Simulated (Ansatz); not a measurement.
# C₃H₄Se: one species, many methods

The task here is to estimate one member of a computed series from the others.

Program: Ansatz 0.2.0, Gaussian basis. Level of theory: functionals in def2-TZVPP, the program's frozen cores in correlated methods. These are calculated values, not measurements.

The runs, in order: LDA (SPW92), PBE-D4, revPBE-D4, BLYP-D4, r2SCAN-D4, B97M-V, PBE0-D4, B3LYP-D4, r2SCANh-D4, r2SCAN0-D4, HSE06-D4, BHLYP-D4, CAM-B3LYP-D4, LC-ωPBE, ωB97X-V, ωB97M-V, B2PLYP, PBE-QIDH; CCSD(T)/def2-SVP; CCSD(T)/def2-TZVPP; MP2/def2-QZVPP; extrapolation to the limit; RPA on PBE.

## The relaxed structure

An earlier PBE0-D4 in a triple-zeta def2 set relaxation fixed the geometry.

SMILES `[Se]=C1CC1`, 8 atoms, charge 0, spin multiplicity 1.

Atoms are counted from 1 here; the program's logs count them from 0.

Bond lengths: Se1–C2 1.734 Å, C2–C3 1.457 Å, C2–C4 1.457 Å, C3–C4 1.526 Å, C3–H5 1.086 Å, C3–H6 1.086 Å, C4–H7 1.086 Å, C4–H8 1.086 Å. Angles: Se1–C2–C3 148.4°, Se1–C2–C4 148.4°, C3–C2–C4 63.2°, C2–C3–C4 58.4°, C2–C3–H5 118.0°, C2–C3–H6 118.0°, C4–C3–H5 118.5°, C4–C3–H6 118.5°, H5–C3–H6 114.3°, C2–C4–C3 58.4°, C2–C4–H7 118.0°, C2–C4–H8 118.0°, C3–C4–H7 118.5°, C3–C4–H8 118.5°, H7–C4–H8 114.3°.

The first run:

in.yaml reads:

```yaml
crystal:
  periodic: [false, false, false]
  atoms:
    - {symbol: Se, position_ang: [-2.384601, 0.894554, -0.390144]}
    - {symbol: C, position_ang: [-0.779227, 0.290307, -0.133048]}
    - {symbol: C, position_ang: [0.570662, 0.525120, 0.361065]}
    - {symbol: C, position_ang: [0.168097, -0.808685, -0.260706]}
    - {symbol: H, position_ang: [0.719964, 0.571305, 1.435622]}
    - {symbol: H, position_ang: [1.214456, 1.188918, -0.208102]}
    - {symbol: H, position_ang: [0.538165, -1.050930, -1.252392]}
    - {symbol: H, position_ang: [0.044484, -1.667688, 0.391905]}
basis:
  gaussian: {orbitals: def2-TZVPP}
hamiltonian: {xc: lda}
output: {orbitals: {seedname: orbitals}}
```

Among the steps run: LDA; PBE-D4 (GGA); revPBE-D4 (GGA); BLYP-D4 (GGA); r2SCAN-D4 (meta-GGA); B97M-V (meta-GGA); PBE0-D4 (hybrid); B3LYP-D4 (hybrid); r2SCANh-D4 (hybrid); r2SCAN0-D4 (hybrid); HSE06-D4 (hybrid); BHLYP-D4 (hybrid); CAM-B3LYP-D4 (range-separated); LC-ωPBE (range-separated); ωB97X-V (range-separated); ωB97M-V (range-separated); B2PLYP (double hybrid); PBE-QIDH (double hybrid).

One table of the session follows, with a row left open; its other results are not shown here.

It belongs to the step «Frontier levels by functional». 

| functional | HOMO (eV) | LUMO (eV) | gap (eV) |
| --- | --- | --- | --- |
| LDA (SPW92) | -5.05 | -3.42 | 1.63 |
| PBE-D4 | -4.91 | -3.24 | 1.67 |
| revPBE-D4 | -4.86 | -3.18 | 1.68 |
| BLYP-D4 | ? | ? | ? |
| r2SCAN-D4 | -5.11 | -3.14 | 1.97 |
| B97M-V | -5.19 | -3.02 | 2.18 |
| PBE0-D4 | -6.03 | -2.39 | 3.64 |
| B3LYP-D4 | -5.80 | -2.57 | 3.24 |
| r2SCANh-D4 | -5.53 | -2.82 | 2.71 |
| r2SCAN0-D4 | -6.16 | -2.33 | 3.82 |
| HSE06-D4 | -5.63 | -2.77 | 2.87 |
| BHLYP-D4 | -7.00 | -1.36 | 5.63 |
| CAM-B3LYP-D4 | -7.30 | -1.27 | 6.03 |
| LC-ωPBE | -8.65 | -0.24 | 8.41 |
| ωB97X-V | -8.29 | -0.26 | 8.03 |
| ωB97M-V | -8.16 | -0.31 | 7.85 |

Estimate the missing values for BLYP-D4.

Worked estimate for «HOMO (eV)». Against the share of exact exchange, B3LYP-D4 (0.2, -5.80), BHLYP-D4 (0.5, -7.00) give a slope of -4.00 per unit share; at 0 the line stands at -5.00.

**Answer.** HOMO (eV): -4.75; LUMO (eV): -3.09; gap (eV): 1.66. In «HOMO (eV)» the line misses by -0.25.
